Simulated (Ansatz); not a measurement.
**ClF3Hf: molecular dynamics**

Aim: follow the molecule's vibrations and see whether its bonds hold. The start is relaxed first. Runs: 300 steps of 1 fs at constant energy, with velocities drawn for 1000 K.

All numbers below are computed with Ansatz 0.2.0 (RKS PBE0-D4/def2-SVP).

## Step 1: Starting point

Bond lengths: Hf1–Cl2 2.520 Å, Hf1–F3 1.980 Å, Hf1–F4 1.979 Å, Hf1–F5 1.979 Å. Angles: Cl2–Hf1–F3 109.4°, Cl2–Hf1–F4 109.5°, Cl2–Hf1–F5 109.5°, F3–Hf1–F4 109.5°, F3–Hf1–F5 109.5°, F4–Hf1–F5 109.5°.

As a file:

```xyz
5

Hf    0.0000    0.0000    0.0000
Cl    0.0000    0.0000    2.5200
F     1.8671    0.0000   -0.6593
F    -0.9326    1.6157   -0.6593
F    -0.9326   -1.6157   -0.6593
```

## Step 2: Relaxing the start

The input, input.yaml:

```yaml
crystal:
  periodic: [false, false, false]
  atoms:
    - { symbol: Hf, position_ang: [0.0, 0.0, 0.0] }
    - { symbol: Cl, position_ang: [0.0, 0.0, 2.52] }
    - { symbol: F, position_ang: [1.8671, 0.0, -0.6593] }
    - { symbol: F, position_ang: [-0.9326, 1.6157, -0.6593] }
    - { symbol: F, position_ang: [-0.9326, -1.6157, -0.6593] }
basis:
  gaussian: { orbitals: def2-SVP }
hamiltonian:
  xc: pbe0
  dispersion: d4
relax:
  f_tol: 0.02
  max_steps: 40
```

Started as:

```
$ ansatz run input.yaml --threads 2 --pin off --max-ram 3072MiB --backend cpu --events-out ev --progress --plain --runs-dir out
```

Further steps of the session: Dynamics.

What does the calculation give? Wanted: relaxation of the start; temperature, first and last step; temperature, second half; potential energy, second half; largest change of the total energy; bonds formed or broken.

As calculated:

| quantity | value |
| --- | --- |
| relaxation of the start | 3 moves, 0.513 eV lower |
| length | 300 steps of 1 fs |
| temperature, first and last step | 1000 and 864 K |
| temperature, second half | mean 522 K, from 182 to 911 K |
| potential energy, second half | +37 meV/atom from the start |
| largest change of the total energy | 0.03 meV/atom |
| bonds formed or broken | 0 |

**Reading.** The temperature starts at 1000 K and averages 522 K in the second half, where it ranges from 182 to 911 K. About half is expected from a start at a minimum: kinetic energy passes into potential energy until both shares match. The total energy strays from its start by at most 0.03 meV/atom, under 0.1 % of the mean kinetic energy, so a step of 1 fs is short enough over this time. The bonding pattern survives the run. Averages from a run of 300 fs with 5 atoms are rough.
